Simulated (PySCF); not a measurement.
# F6Ru ([RuF6]-): the cost of one run

Computed with PySCF 2.14.0 and routines of our own; the level stands in each step. Atoms count from 0.

## Step 1: The system as given

7 atoms, charge -1, states of the metal's open shell are computed; geometry from: model start, shaken.

## Step 2: Optimising the geometry at PBE0-D3(BJ)/def2-TZVP

Job settings and geometry (Å):

```
{"job": {"xc": "PBE0", "basis": "def2-TZVP", "d3": "d3bj", "grid": 1, "maxiter": 45, "kind": "geom"}, "charge": -1, "metal": "Ru", "open_shell": "d3"}
Ru     0.000020     0.004480    -0.004110
F     -0.013360    -0.006820     1.850130
F      0.000900     0.020100    -1.872380
F      1.855690     0.007350     0.005350
F     -1.863420    -0.013960    -0.000440
F      0.010430     1.844840    -0.006860
F     -0.028520    -1.884340    -0.027630
```

Command:

```
OMP_NUM_THREADS=1 python lf_run.py task.json out
```

The driver reads the jobs from task.json and runs them one after another.

**Question.** How long does this first job take on 1 thread of Arm Neoverse V1, shared host, and how much memory does it need?

About 2.6 min, with a peak of 0.93 GiB.
